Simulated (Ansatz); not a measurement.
**InSi₂H₇: basis-set convergence**

An exercise on one series of results from a longer session: the logs are not shown, and one member is left open.

The runs use Ansatz 0.2.0, Gaussian basis; one geometry, several basis sets.

The runs, in order: PBE0-D4/def2-SVP; ωB97M-V/def2-SVP; PBE0-D4/def2-QZVPP; ωB97M-V/def2-QZVPP; the functionals' def2-TZVPP values are taken from earlier runs.

### Structure used throughout

All runs share one geometry, relaxed beforehand with PBE0-D4 in a triple-zeta def2 set. In takes the def2 core potential; no spin-orbit term is included.

SMILES `[SiH3][SiH2][InH2]`, 10 atoms, charge 0, spin multiplicity 1.

Atoms are counted from 1 here; the program's logs count them from 0.

Bond lengths: Si1–Si2 2.339 Å, Si1–H4 1.488 Å, Si1–H5 1.489 Å, Si1–H6 1.489 Å, Si2–In3 2.571 Å, Si2–H7 1.491 Å, Si2–H8 1.492 Å, In3–H9 1.728 Å, In3–H10 1.728 Å. Angles: Si2–Si1–H4 112.1°, Si2–Si1–H5 109.8°, Si2–Si1–H6 109.9°, H4–Si1–H5 108.5°, H4–Si1–H6 108.5°, H5–Si1–H6 108.0°, Si1–Si2–In3 110.2°, Si1–Si2–H7 108.2°, Si1–Si2–H8 107.8°, In3–Si2–H7 111.8°, In3–Si2–H8 111.1°, H7–Si2–H8 107.6°, Si2–In3–H9 121.0°, Si2–In3–H10 120.2°, H9–In3–H10 118.8°.

The first run:

File in.yaml:

```yaml
crystal:
  periodic: [false, false, false]
  atoms:
    - {symbol: Si, position_ang: [-1.450944, 0.732259, -0.821554]}
    - {symbol: Si, position_ang: [0.023051, -0.982688, -0.222448]}
    - {symbol: In, position_ang: [1.884772, -0.062652, 1.293106]}
    - {symbol: H, position_ang: [-2.541053, 0.248652, -1.711493]}
    - {symbol: H, position_ang: [-0.707741, 1.812139, -1.527488]}
    - {symbol: H, position_ang: [-2.065690, 1.320537, 0.400466]}
    - {symbol: H, position_ang: [-0.761329, -2.056895, 0.451787]}
    - {symbol: H, position_ang: [0.588689, -1.557908, -1.477336]}
    - {symbol: H, position_ang: [1.761404, -0.160929, 3.013879]}
    - {symbol: H, position_ang: [3.268842, 0.707495, 0.601081]}
basis:
  gaussian: {orbitals: def2-SVP}
hamiltonian: {xc: pbe0, dispersion: d4}
output: {orbitals: {seedname: orbitals}}
```

Steps of the session up to this table: PBE0-D4 in def2-SVP; ωB97M-V in def2-SVP; PBE0-D4 in def2-QZVPP; ωB97M-V in def2-QZVPP.

One of the session's tables, all rows but one given; the rest of the session is left out.

It belongs to the step «Density functionals: the series». 

| functional | basis | HOMO (eV) | LUMO (eV) |
| --- | --- | --- | --- |
| PBE0-D4 | def2-SVP | -7.28 | -2.18 |
| PBE0-D4 | def2-TZVPP | -7.25 | -2.21 |
| PBE0-D4 | def2-QZVPP | ? | ? |
| ωB97M-V | def2-SVP | -9.18 | -0.59 |
| ωB97M-V | def2-TZVPP | -9.19 | -0.69 |
| ωB97M-V | def2-QZVPP | -9.20 | -0.71 |

Estimate the missing values for PBE0-D4, def2-QZVPP.

As computed: HOMO (eV): -7.26; LUMO (eV): -2.22. In the column «HOMO (eV)» it lies between PBE0-D4, def2-SVP (-7.28) and PBE0-D4, def2-TZVPP (-7.25).
